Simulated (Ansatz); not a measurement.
**F2GaHSe: taking an electron away**

The task here is to estimate one member of a computed series from the others.

Method: unrestricted cation, the program's frozen cores in correlated methods; program: Ansatz 0.2.0, Gaussian basis.

The runs, in order: UKS PBE-D4/def2-TZVPP; UKS r2SCAN-D4/def2-TZVPP; UKS PBE0-D4/def2-TZVPP; UKS B3LYP-D4/def2-TZVPP; UKS wB97X-V/def2-TZVPP; UKS wB97M-V/def2-TZVPP; UKS B2PLYP/def2-TZVPP; UHF-CCSD(T)/def2-TZVPP; UHF-MP2/def2-QZVPP; extrapolation to the limit; then −ε(HOMO) from the neutral's earlier runs with LDA (SPW92), PBE-D4, revPBE-D4, BLYP-D4, r2SCAN-D4, B97M-V, PBE0-D4, B3LYP-D4, r2SCANh-D4, r2SCAN0-D4, HSE06-D4, BHLYP-D4, CAM-B3LYP-D4, LC-ωPBE, ωB97X-V, ωB97M-V.

## The geometry

All runs share one geometry, relaxed beforehand with PBE0-D4 in a triple-zeta def2 set.

SMILES `[F][Ga]([F])[SeH]`, 5 atoms, charge 0, spin multiplicity 1.

Atoms are counted from 1 here; the program's logs count them from 0.

Bond lengths: F1–Ga2 1.738 Å, Ga2–F3 1.740 Å, Ga2–Se4 2.287 Å, Se4–H5 1.470 Å. Angles: F1–Ga2–F3 114.8°, F1–Ga2–Se4 122.2°, F3–Ga2–Se4 123.1°, Ga2–Se4–H5 89.9°.

The first run:

The input, in.yaml:

```yaml
crystal:
  periodic: [false, false, false]
  atoms:
    - {symbol: F, position_ang: [-0.197808, -1.524425, 1.703966]}
    - {symbol: Ga, position_ang: [0.185880, -0.404359, 0.431150]}
    - {symbol: F, position_ang: [1.887728, -0.173248, 0.152387]}
    - {symbol: Se, position_ang: [-1.432795, 0.672358, -0.772811]}
    - {symbol: H, position_ang: [-0.393105, 1.356074, -1.556091]}
basis:
  gaussian: {orbitals: def2-TZVPP}
total_charge: 1
magnetization: {spin_polarized: true, initial_magnetization: 1}
hamiltonian: {xc: pbe, dispersion: d4}
```

Command:

```sh
$ ansatz run in.yaml --threads 2 --pin off --events-out ev --progress --plain --max-ram 32768MiB --backend cpu
```

Steps of the session up to this table: Cation, UKS PBE-D4/def2-TZVPP; Cation, UKS r2SCAN-D4/def2-TZVPP; Cation, UKS PBE0-D4/def2-TZVPP; Cation, UKS B3LYP-D4/def2-TZVPP; Cation, UKS wB97X-V/def2-TZVPP; Cation, UKS wB97M-V/def2-TZVPP; Cation, UKS B2PLYP (frozen core)/def2-TZVPP; Cation, UHF-CCSD(T)/def2-TZVPP; Cation, UHF-MP2/def2-QZVPP.

One table of the session follows, with a row left open; its other results are not shown here.

For comparison, −ε(HOMO) of the neutral from earlier runs:

```
  functional  −ε(HOMO) (eV)
 LDA (SPW92)           7.17
      PBE-D4              ?
   revPBE-D4           6.92
     BLYP-D4           6.82
   r2SCAN-D4           7.29
      B97M-V           7.31
     PBE0-D4           8.17
    B3LYP-D4           7.93
  r2SCANh-D4           7.72
  r2SCAN0-D4           8.37
    HSE06-D4           7.77
    BHLYP-D4           9.19
CAM-B3LYP-D4           9.46
     LC-ωPBE          10.81
     ωB97X-V          10.45
     ωB97M-V          10.32
```

Q: Estimate the row for PBE-D4 from the others.

The run gave: −ε(HOMO) (eV): 6.98. In the column «−ε(HOMO) (eV)» it lies between revPBE-D4 (6.92) and LDA (SPW92) (7.17).
